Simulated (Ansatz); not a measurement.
# BrGaH₄O₂Si: how energies converge with the basis set

How large a basis does BrGaH₄O₂Si need? Two functionals are run in growing sets.

The runs use Ansatz 0.2.0, Gaussian basis; one geometry, several basis sets.

Plan: PBE0-D4/def2-SVP; ωB97M-V/def2-SVP; PBE0-D4/def2-QZVPP; ωB97M-V/def2-QZVPP; the functionals' def2-TZVPP values are taken from earlier runs.

## (1) The geometry

All runs share one geometry, relaxed beforehand with PBE0-D4 in a triple-zeta def2 set.

9 atoms, charge 0, spin multiplicity 1.

Atoms are counted from 1 here; the program's logs count them from 0.

Bond lengths: O1–Ga2 1.766 Å, O1–H6 0.961 Å, Ga2–Br3 2.256 Å, Ga2–O4 1.766 Å, O4–Si5 1.639 Å, Si5–H7 1.485 Å, Si5–H8 1.488 Å, Si5–H9 1.487 Å. Angles: Ga2–O1–H6 112.3°, O1–Ga2–Br3 120.1°, O1–Ga2–O4 118.7°, Br3–Ga2–O4 121.2°, Ga2–O4–Si5 138.4°, O4–Si5–H7 108.4°, O4–Si5–H8 111.2°, O4–Si5–H9 110.1°, H7–Si5–H8 109.2°, H7–Si5–H9 109.2°, H8–Si5–H9 108.7°.

As a file:

```
O     2.55206    1.46543    0.35478
Ga    1.42380    0.10918    0.27526
Br    2.15002   -1.99255    0.65606
O    -0.26870    0.43713   -0.10692
Si   -1.66762   -0.39596   -0.29302
H     2.12398    2.30698    0.17452
H    -2.48835    0.29156   -1.32219
H    -1.40650   -1.79469   -0.72846
H    -2.41871   -0.42710    0.98999
```

## (2) PBE0-D4 in def2-SVP

Contents of in.yaml:

```yaml
crystal:
  periodic: [false, false, false]
  atoms:
    - {symbol: O, position_ang: [2.552062, 1.465434, 0.354776]}
    - {symbol: Ga, position_ang: [1.423800, 0.109184, 0.275263]}
    - {symbol: Br, position_ang: [2.150021, -1.992547, 0.656057]}
    - {symbol: O, position_ang: [-0.268698, 0.437135, -0.106922]}
    - {symbol: Si, position_ang: [-1.667617, -0.395962, -0.293022]}
    - {symbol: H, position_ang: [2.123982, 2.306979, 0.174519]}
    - {symbol: H, position_ang: [-2.488346, 0.291559, -1.322191]}
    - {symbol: H, position_ang: [-1.406496, -1.794695, -0.728457]}
    - {symbol: H, position_ang: [-2.418708, -0.427097, 0.989987]}
basis:
  gaussian: {orbitals: def2-SVP}
hamiltonian: {xc: pbe0, dispersion: d4}
output: {orbitals: {seedname: orbitals}}
```

Started as:

```console
> ansatz run in.yaml --threads 2 --pin off --events-out ev --progress --plain --max-ram 20480MiB --backend cpu
```

The runs that follow: ωB97M-V in def2-SVP; PBE0-D4 in def2-QZVPP; ωB97M-V in def2-QZVPP.

Before running them: what should the planned runs give, taken together? Wanted: PBE0-D4: double and triple zeta above quadruple; ωB97M-V: double and triple zeta above quadruple.

**Answer**, as computed:

| quantity | value |
| --- | --- |
| PBE0-D4: double and triple zeta above quadruple | 26.47, 3.15 eV |
| ωB97M-V: double and triple zeta above quadruple | 26.37, 3.02 eV |

What this shows: PBE0-D4 gains 23.31 eV from double to triple zeta, then 3.15 eV more. Total energies overstate the basis error of differences, where much of it tends to cancel.
